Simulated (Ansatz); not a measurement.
Wanted: the native input for an Ansatz 0.2.0 run.

| Property | Result |
| --- | --- |
| Task | band structure |
| Functional | PBEsol |
| Potentials or basis | Ansatz PAW |
| Cutoff | 420 eV (not typed: the program's choice for these potentials) |
| k mesh | 10 × 10 × 1 |
| Occupations | fermi-dirac, width 0.05 eV |
| Spin | spin-orbit coupling, no magnetisation |
| Boundary along the surface normal | dipole_correction |
| Path | [["G", "M", "K", "G"]] |
| Points for each segment of the path | 10 |
| Miller | [0, 0, 1] |
| Bulk formula | WS2 |

Slab: WS3, a slab with vacuum.

```xyz
8
Lattice="3.1832 0.0000 0.0000 -1.5916 2.7567 0.0000 0.0000 0.0000 52.7193" Properties=species:S:1:pos:R:3 pbc="T T T"
S     1.5916    0.9189    7.5000
S     0.0000    1.8378   21.5505
W     1.5916    0.9189   23.1095
S     0.0000    1.8378   24.6687
S     1.5916    0.9189   28.0506
W     0.0000    1.8378   29.6098
S     1.5916    0.9189   31.1688
S     0.0000    1.8378   45.2193
```

The cell isn't the ideal one: the (0 0 1) slab of WS2, cut from the database cell, not relaxed.

These files were run (other wordings do the same):

input.yaml

```yaml
crystal:
  lattice:
    - [3.1832085601, 0.0, 0.0]
    - [-1.5916042801, 2.7567394787, 0.0]
    - [0.0, 0.0, 52.7193037228]
  atoms:
    - { symbol: S, position: [0.66666667, 0.33333334, 0.1422628804] }
    - { symbol: S, position: [0.33333333, 0.66666666, 0.4087789282] }
    - { symbol: W, position: [0.66666667, 0.33333334, 0.4383501656] }
    - { symbol: S, position: [0.33333333, 0.66666666, 0.4679256052] }
    - { symbol: S, position: [0.66666667, 0.33333334, 0.5320743948] }
    - { symbol: W, position: [0.33333333, 0.66666666, 0.5616498344] }
    - { symbol: S, position: [0.66666667, 0.33333334, 0.5912210718] }
    - { symbol: S, position: [0.33333333, 0.66666666, 0.8577371196] }
hamiltonian:
  xc: pbesol
  pseudopotentials: { kind: paw_fr }
magnetization:
  noncollinear: true
  spin_orbit: true
kpoints:
  mp_grid: { grid: [10, 10, 1] }
  band_path:
    path:
      - [0.0, 0.0, 0.0]
      - [0.5, 0.0, 0.0]
      - [0.3333333333, 0.3333333333, 0.0]
      - [0.0, 0.0, 0.0]
    npoints: 10
scf:
  occupations: { method: fermi_dirac, width: 0.05 }
  n_extra_bands: 20
output:
  forces: true
  eigenvalues: true
  fatbands: false
efield:
  axis: 3
  dipole_correction: true
  ramp_width: 0.04
```

Potentials or basis: Ansatz PAW.

Run with:

```bash
$ ansatz run input.yaml --threads 4 --pin off --max-ram 11264MiB --backend cpu --events-out ev --progress --plain --runs-dir out
```

It gave:

```yaml
Largest_force: 0.119 eV/Å
Band_gap_on_the_k_mesh: none (metal or under the smearing width)
Work_function_of_the_upper_face: 7.06 eV
Work_function_of_the_lower_face: 7.06 eV
Dipole_across_the_slab: 0.000 e·Å
```

Caveat: the PAW data sets come from PBE, with cores solved anew for the run's functional, which leaves a small shift of forces and pressure.

Run time: 2.3 min on 4 threads of Arm Neoverse V2, on a shared host, peak memory 3.2 GiB.
